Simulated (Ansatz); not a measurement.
# (OH)3Hf-NH-SiH3 (H₇HfNO₃Si): structure and electronic state

Aim: characterise (OH)3Hf-NH-SiH3 (H₇HfNO₃Si) as a singlet: its structure, frontier levels and distribution of charge.

Method: RKS PBE0-D4/def2-TZVP; program: Ansatz 0.2.0, Gaussian basis.

Levels to be run: relaxation at PBE0-D4/def2-SVP; a single point at PBE0-D4/def2-TZVP.

2 further runs of the same task are left out: 2 set aside as unsound or not needed.

**1. Starting geometry**

13 atoms, charge 0, spin multiplicity 1.

Atoms are counted from 1 here; the program's logs count them from 0.

Bond lengths: Hf1–O2 1.874 Å, Hf1–O3 1.878 Å, Hf1–O4 1.878 Å, Hf1–N5 2.020 Å, Hf1–Si6 3.026 Å, O2–H7 0.964 Å, O3–H8 0.964 Å, O4–H9 0.965 Å, N5–Si6 1.714 Å, N5–H10 1.019 Å, Si6–H11 1.486 Å, Si6–H12 1.495 Å, Si6–H13 1.469 Å. Angles: O2–Hf1–O3 108.1°, O2–Hf1–O4 105.5°, O2–Hf1–N5 108.1°, O2–Hf1–Si6 85.4°, O3–Hf1–O4 103.3°, O3–Hf1–N5 115.5°, O3–Hf1–Si6 147.2°, O4–Hf1–N5 115.8°, O4–Hf1–Si6 101.4°, N5–Hf1–Si6 32.6°, Hf1–O2–H7 110.4°, Hf1–O3–H8 110.1°, Hf1–O4–H9 110.7°, Hf1–N5–Si6 108.0°, Hf1–N5–H10 121.8°, Si6–N5–H10 115.4°, Hf1–Si6–N5 39.4°, Hf1–Si6–H11 103.7° and more.

Hf takes a core potential in the def2 sets. No spin-orbit coupling is included.

The start is a GFN2-xTB geometry.

**2. Relaxation at PBE0-D4/def2-SVP**

The input, in.yaml:

```yaml
crystal:
  periodic: [false, false, false]
  atoms:
    - {symbol: Hf, position_ang: [0.775750, 0.456820, 0.309890]}
    - {symbol: O, position_ang: [-0.589000, 1.599220, 0.895090]}
    - {symbol: O, position_ang: [2.326140, 1.485180, 0.052880]}
    - {symbol: O, position_ang: [1.207080, -0.611050, 1.793880]}
    - {symbol: N, position_ang: [0.108400, -0.532580, -1.320010]}
    - {symbol: Si, position_ang: [-1.448350, -1.153490, -0.960930]}
    - {symbol: H, position_ang: [-1.242960, 1.107280, 1.403760]}
    - {symbol: H, position_ang: [2.228830, 2.343900, 0.480230]}
    - {symbol: H, position_ang: [2.108200, -0.435220, 2.090130]}
    - {symbol: H, position_ang: [0.222530, -0.156490, -2.259990]}
    - {symbol: H, position_ang: [-2.582840, -0.195290, -1.025670]}
    - {symbol: H, position_ang: [-1.332770, -1.671790, 0.436120]}
    - {symbol: H, position_ang: [-1.781000, -2.236490, -1.895400]}
basis:
  gaussian: {orbitals: def2-SVP}
hamiltonian: {xc: pbe0, dispersion: d4}
scf: {lower_state_search: "off"}
output: {orbitals: {seedname: orbitals}}
relax: {f_tol: 0.02, max_steps: 100}
```

Launch:

```
> ansatz run in.yaml --threads 4 --pin off --events-out ev --progress --plain --max-ram 8704MiB
```

Further steps of the session: Single point, PBE0-D4/def2-TZVP.

**Question.** What will the summary of the whole plan be? Wanted: point group; near neighbours of the metal; HOMO, LUMO at PBE0-D4/def2-TZVP; charge on the metal; dipole at PBE0-D4/def2-SVP.

The runs gave:

```
                                         quantity                                      value
                                      point group                                         C1
                     near neighbours of the metal  O 1.93, O 1.93, O 1.93, N 2.07, Si 3.41 Å
                  HOMO, LUMO at PBE0-D4/def2-TZVP                            -7.12, -0.10 eV
charge on the metal (Mulliken, PBE0-D4/def2-TZVP)                                    +1.53 e
                       dipole at PBE0-D4/def2-SVP                                     1.95 D
```

What this shows: The molecule keeps its bonding pattern by the stored test; the atoms moved 0.70 Å (rms), and the angle Hf1–O4–H9 went from 111° to 176°. The metal has 5 near neighbours by the distance rule, from 1.93 to 3.41 Å. No usable vibrations, so a minimum isn't proven. Whether this spin is the lowest isn't tested here. The point group is read from a loosely relaxed geometry; soft torsions can leave it below the true symmetry.
